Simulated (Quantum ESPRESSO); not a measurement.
# Al3Cl in Quantum ESPRESSO: the effect of dispersion

Crystal: Al3Cl.

```
CELL_PARAMETERS angstrom
4.00408 0.00000 0.00000
0.00000 4.00408 0.00000
0.00000 0.00000 4.00408
ATOMIC_POSITIONS crystal
Al 0.00000 0.50000 0.50000
Al 0.50000 0.00000 0.50000
Al 0.50000 0.50000 0.00000
Cl 0.00000 0.00000 0.00000
```

The cell was built by a generator and needn't be a form met in nature.

Alike in all runs:

* Program: Quantum ESPRESSO 7.5
* Task: phonons
* Potentials or basis: SPMS 1.0 PBE
* Cutoff: 707 eV
* Density cutoff: 2830 eV
* k mesh: 6 × 6 × 6, shifted
* Occupations: fermi-dirac, width 0.05 eV
* Spin: no spin polarisation

Each run relaxes the cell or the atoms first.

| dispersion | functional | relaxed volume (Å³/atom) | highest phonon frequency (cm⁻¹) |
| --- | --- | --- | --- |
| none | PBE | 20.40 | 180 |
| D2 | PBE | 20.92 | 160 |
| D3(BJ) two-body | PBE | ? | ? |
| rVV10 | rPW86PBE | 21.46 | 164 |
| rev-vdW-DF2 | rev-vdW-DF2 | 20.66 | 183 |

Task: What does the run with dispersion D3(BJ) two-body give?

Result: Relaxed volume 19.42 Å³/atom; highest phonon frequency 203 cm⁻¹.

Caveats: the mesh is thin for the phonons of a metal; some modes are imaginary; the volume moved by over 15 % at a fixed basis, so the end points are rough; pairwise dispersion overbinds metals, which lowers pressure and volume (some runs); the potentials were made for another functional, which shifts forces and pressure (some runs).
